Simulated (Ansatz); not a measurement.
# ZrO+ (doublet): from Hartree-Fock to the top rungs, def2-TZVPP

The task here is to estimate one member of a computed series from the others.

Method: def2-TZVPP, core rule «outside noble gas», up to 5 orbitals frozen; program: Ansatz 0.2.0, Gaussian basis.

To be run: UHF; ROHF; CCSD(T) on UHF.

2 further runs of the same task are left out: 2 set aside as unsound or not needed.

## The system

The geometry is a PBE0/def2-TZVP stationary point (not a proven minimum) of the parent state, kept for this charge and spin. No spin-orbit coupling is included. Elements past krypton take def2 core potentials.

2 atoms, charge 1, spin multiplicity 2.

Atoms are counted from 1 here; the program's logs count them from 0.

Bond lengths: Zr1–O2 1.723 Å.

Set-up of the first run:

The input, in.yaml:

```yaml
crystal:
  periodic: [false, false, false]
  atoms:
    - {symbol: Zr, position_ang: [0.000000, 0.000000, 0.000000]}
    - {symbol: O, position_ang: [0.000000, 0.000000, 1.723000]}
basis:
  gaussian: {orbitals: def2-TZVPP}
total_charge: 1
magnetization: {spin_polarized: true, initial_magnetization: 1}
hamiltonian: {xc: hf}
output: {orbitals: {seedname: orbitals}}
```

Run with:

```
> ansatz run in.yaml --threads 1 --pin off --events-out ev --progress --plain --max-ram 4096MiB --backend cpu
```

Among the steps run: UHF; ROHF; CCSD(T) on UHF.

One of the session's tables, all rows but one given; the rest of the session is left out.

| method | from UCCSD(T) (kJ/mol) |
| --- | --- |
| ROHF | ? |
| UHF | +871.8 |
| UMP2 | -6.9 |
| UCCSD | +56.1 |
| UCCSD(T) | 0 |

**Question.** Estimate the row for ROHF.

As computed: from UCCSD(T) (kJ/mol): +881.0. In the column «from UCCSD(T) (kJ/mol)» it is the highest.
